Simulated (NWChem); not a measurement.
# r2SCAN/def2-TZVPPD (core potential) run of H2Te (hydrogen telluride)

Aim: energy and gradient of H2Te (hydrogen telluride). 

The calculation is run with NWChem 7.3.0.

## Step 1: The molecule

The species is H2Te (3 atoms), meant as a singlet with charge 0. As SMILES, `[TeH2]`. The coordinates come from a PBE0-D4/def2-TZVP relaxation.

Bond lengths: Te1–H2 1.656 Å, Te1–H3 1.656 Å. Angles: H2–Te1–H3 90.4°.

## Step 2: Energy and gradient at r2SCAN/def2-TZVPPD (core potential)

Contents of work.nw:

```
start work
title "H2Te r2SCAN"
memory 2200 mb
charge 0

geometry units angstrom noautosym nocenter noautoz
   Te       0.579000      -0.464000       0.259000
   H        0.251700       1.159200       0.266100
   H       -0.841600      -0.760100      -0.538300
end

basis spherical bse
   * library def2-TZVPPD
end

ecp bse
   Te library def2-TZVPPD
end

dft
   xc r2scan
   mult 1
   grid fine
   convergence energy 1e-08
   iterations 100
   mulliken
   print medium
end

task dft gradient
```

Run with:

```console
$ nwchem work.nw > work.out
```

The log of the run:

```text
[...]
          Wavefunction type:  closed shell.
          No. of atoms     :     3
          No. of electrons :    26
[...]
          Charge           :     0
          Spin multiplicity:     1
[...]
          AO basis - number of functions:    93
[...]
              XC Information
              --------------
                      r^2SCAN Method XC Functional
               r^2SCAN metaGGA Exchange Functional  1.000
                     r^2SCAN Correlation Potential  1.000
[...]
 d= 0,ls=0.0,diis     1   -269.2964710912 -2.85D+02  8.21D-03  1.47D-01     2.2
[...]
 d= 0,ls=0.0,diis     8   -269.3137492591  1.54D-09  1.78D-06  3.50D-08    15.2
         Total DFT energy =     -269.313749259072
      One electron energy =     -499.389773626823
           Coulomb energy =      236.085222164363
    Exchange-Corr. energy =      -21.574527606203
 Nuclear repulsion energy =       15.565329809592
[...]
      Total Density - Mulliken Population Analysis
     ---------------------------------------------
    Atom       Charge   Shell Charges
 -----------   ------   -------------------------------------------------------
    1 Te  24    23.96   0.29 -0.86  1.61  0.96  1.13  0.76  0.00 -0.51  6.47  1.19  2.16  0.68  0.01  9.02  0.96  0.07 -0.00  0.00  0.01
    2 H    1     1.02   0.22  0.54  0.22  0.00  0.04  0.00  0.00
    3 H    1     1.02   0.22  0.54  0.22  0.00  0.04  0.00  0.00
[...]
  wavefunction    = closed shell
                         DFT ENERGY GRADIENTS
    atom               coordinates                        gradient
                 x          y          z           x          y          z
   1 Te      1.094151  -0.876833   0.489439   -0.000499   0.000339  -0.000230
   2 H       0.475644   2.190570   0.502856    0.000306  -0.000038   0.000160
   3 H      -1.590393  -1.436381  -1.017239    0.000193  -0.000300   0.000070
[...]
```

It took 21 s on 1 thread of Intel Xeon Platinum 8488C (Sapphire Rapids), shared host; peak memory 0.13 GiB.

## Step 3: Results

At r2SCAN/def2-TZVPPD (core potential):

| quantity | value |
| --- | --- |
| total energy | -269.31375 Eh |
| dipole moment | 0.18 D |
| HOMO energy | -5.78 eV |
| LUMO energy | -1.33 eV |
| HOMO–LUMO gap | 4.45 eV |
| largest force on an atom | 0.033 eV/Å |
